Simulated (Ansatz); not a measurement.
# CH5AlBNS, SMILES C[NH][Al]1[BH][S]1: a geometry optimisation

Computed with Ansatz 0.2.0, Python API.

Interactive session:
```pycon
>>> import ansatz
>>> import numpy as np
>>> geometry_ang = [
...     ("C", (-0.7448, -1.367, 0.5067)),
...     ("N", (-0.0161, -0.4021, 1.3122)),
...     ("Al", (0.524, 1.1091, 0.2494)),
...     ("B", (1.6591, 1.619, -1.5886)),
...     ("S", (0.133, 2.7207, -1.0296)),
...     ("H", (-1.6976, -0.8057, 0.081)),
...     ("H", (-0.145, -1.7209, -0.3309)),
...     ("H", (-1.0832, -2.1612, 1.1142)),
...     ("H", (-0.6362, -0.0098, 2.1039)),
...     ("H", (2.0899, 0.9666, -2.4152)),
... ]
>>> molecule = ansatz.Crystal.molecule()
>>> for symbol, xyz in geometry_ang:
...     molecule = molecule.atom(symbol, xyz)
...
>>> calculation = (
...     molecule.calculation()
...     .basis(gaussian="6-31G*")
...     .functional("r2SCAN")
... )
>>> symbols = [site.symbol for site in molecule.cartesian_sites]
>>> start = np.array([site.position_ang for site in molecule.cartesian_sites], dtype=float)
>>> def progress(event):
...     if event["event"] == "relax_step":
...         row = event["data"]
...         print(f"step {row['step']:3d}  E = {row['lagrangian_ev']:.6f} eV  max force {row['allowed_force_max_ev_ang']:.4f} eV/A")
...
>>> report = calculation.relax(force_tolerance=0.02, max_steps=100).session().plan().execute(on_event=progress).report
step   1  E = -20711.167871 eV  max force 4.4633 eV/A
step   2  E = -20712.556800 eV  max force 1.8528 eV/A
step   3  E = -20712.955659 eV  max force 1.0024 eV/A
step   4  E = -20713.118444 eV  max force 0.6392 eV/A
step   5  E = -20713.231227 eV  max force 0.4275 eV/A
step   6  E = -20713.313584 eV  max force 0.5543 eV/A
step   7  E = -20713.386461 eV  max force 0.5308 eV/A
step   8  E = -20713.461230 eV  max force 0.3111 eV/A
step   9  E = -20713.500486 eV  max force 0.3084 eV/A
step  10  E = -20713.540187 eV  max force 0.0801 eV/A
step  11  E = -20713.545040 eV  max force 0.2224 eV/A
step  12  E = -20713.547850 eV  max force 0.0198 eV/A
>>> end = np.array(report["positions_ang"])
>>> print("reference energy %16.6f eV" % report["reference_energy_ev"])
reference energy    -20713.547862 eV
>>> print("total energy     %16.6f eV" % report["free_energy_ev"])
total energy        -20713.547862 eV
>>> print("occupied (up, down):", report["n_occupied"], " virtual:", report["n_virtual"], " frozen:", report["n_frozen"])
occupied (up, down): [26, 26]  virtual: [67, 67]  frozen: 0
>>> print("bond        before    after (A)")
bond        before    after (A)
>>> for i, j in [(0, 1), (0, 5), (0, 6), (0, 7), (1, 2), (1, 8), (2, 3), (2, 4), (3, 4), (3, 9)]:
...     d0, d1 = (np.linalg.norm(xyz[i] - xyz[j]) for xyz in (start, end))
...     print(f"{symbols[i]}{i}-{symbols[j]}{j}".ljust(10), f"{d0:8.4f} {d1:8.4f}")
...
C0-N1        1.4529   1.4592
C0-H5        1.1849   1.1000
C0-H6        1.0893   1.0959
C0-H7        1.0556   1.0998
N1-Al2       1.9248   1.7714
N1-H8        1.0794   1.0154
Al2-B3       2.2196   2.0050
Al2-S4       2.0943   2.2391
B3-S4        1.9635   1.8108
B3-H9        1.1378   1.1921
```

What to keep in mind:
- Total energies depend on the basis set; only differences at equal settings carry meaning.
- The end point is the stationary point reached from this start; no frequency run checks that it is a minimum, and the basis set is modest.
- Finished in 110 s on 1 thread of Arm Neoverse V2, with other jobs on the host, peak memory 0.28 GiB.

(Lines on the test bed's own set-up are left out of the output.)
